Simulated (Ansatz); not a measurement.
## AlBH₂Te, SMILES [BH]1[AlH][Te]1: vertical and adiabatic energies of changing the electron count, step by step

With Ansatz's Python interface.

Run as a notebook:

**Cell 1**
```python
import itertools

import ansatz as az
from ase.data import atomic_numbers, covalent_radii
import numpy as np
```

**Cell 2**
```python
GEOMETRY = '''
B    -0.89170   -0.68770   -0.24420
Al    0.71310    0.74620    0.12600
Te    0.82120   -1.54870    0.75590
H    -1.95030   -0.78650   -0.70180
H     1.35760    2.20310    0.02260
'''

mol = az.Crystal.molecule()
for line in GEOMETRY.strip().splitlines():
    symbol, *xyz = line.split()
    mol = mol.atom(symbol, [float(v) for v in xyz])
```

**Cell 3**
```python
calculation = mol.calculation()
calculation = calculation.basis(gaussian='def2-SVP')
calculation = calculation.functional('b3lyp')
symbols = [site.symbol for site in mol.cartesian_sites]
start = np.array([site.position_ang for site in mol.cartesian_sites], dtype=float)
rep = calculation.relax(force_tolerance=0.01).run().report
end = np.array(rep['positions_ang'])
```

**Cell 4**
```python
minimum = az.Crystal.molecule()
for symbol, place in zip(symbols, end):
    minimum = minimum.atom(symbol, place.tolist())
ion = (
    minimum.calculation()
    .basis(gaussian='def2-SVP')
    .functional('b3lyp')
    .charge(1)
    .spin('collinear', total=1)
)
vertical = ion.run().report
settled = ion.relax(force_tolerance=0.01, max_steps=80).run().report
print(f'vertical ionisation energy   {vertical["free_energy_ev"] - rep["free_energy_ev"]:.3f} eV')
print(f'adiabatic, no zero point     {settled["free_energy_ev"] - rep["free_energy_ev"]:.3f} eV')
print(f'relaxation energy of the ion {vertical["free_energy_ev"] - settled["free_energy_ev"]:.3f} eV')
ionised = np.array(settled['positions_ang'])
# pairs closer than 1.2 times the sum of covalent radii, before or after
radius = [covalent_radii[atomic_numbers[s]] for s in symbols]
span = lambda where, i, j: np.linalg.norm(where[i] - where[j])
bonded = [(i, j) for i, j in itertools.combinations(range(len(symbols)), 2) if min(span(end, i, j), span(ionised, i, j)) < 1.2 * (radius[i] + radius[j])]
print('pair        before    after (A)')
for i, j in bonded:
    print(f'{symbols[i]}{i}-{symbols[j]}{j}'.ljust(10), f'{span(end, i, j):8.4f} {span(ionised, i, j):8.4f}')
for first, second in list(itertools.combinations(bonded, 2)):
    shared = set(first) & set(second)
    if shared and symbols[(j := shared.pop())] != 'H':
        i, k = sorted((set(first) | set(second)) - {j})
        u, v = ionised[i] - ionised[j], ionised[k] - ionised[j]
        angle = np.degrees(np.arccos(np.clip(u @ v / np.linalg.norm(u) / np.linalg.norm(v), -1, 1)))
        print(f'final angle {symbols[i]}{i}-{symbols[j]}{j}-{symbols[k]}{k}: {angle:.2f} deg')
```
Output:
```text
vertical ionisation energy   8.412 eV
adiabatic, no zero point     8.017 eV
relaxation energy of the ion 0.394 eV
pair        before    after (A)
B0-Al1       2.0149   2.1913
B0-Te2       2.1901   2.0796
B0-H3        1.1981   1.1950
Al1-Te2      2.5609   2.5782
Al1-H4       1.5746   1.5583
final angle Al1-B0-Te2: 74.22 deg
final angle Al1-B0-H3: 136.12 deg
final angle B0-Al1-Te2: 50.91 deg
final angle B0-Al1-H4: 159.74 deg
final angle Te2-B0-H3: 149.66 deg
final angle B0-Te2-Al1: 54.87 deg
final angle Te2-Al1-H4: 149.35 deg
```

The energies are electronic: no zero-point or thermal terms, and the basis set is short of its limit. The product may relax into another structure. Each relaxation finds its nearest minimum, which needn't be the lowest. def2 sets replace the cores of elements past krypton by effective core potentials. b3lyp holds the VWN-RPA fit, as in Gaussian; the form of ORCA and Turbomole is b3lyp5. Finished in 42 s on 1 thread of INTEL(R) XEON(R) PLATINUM 8581C CPU @ 2.10GHz (Emerald Rapids), on a shared host, peak memory 0.27 GiB.
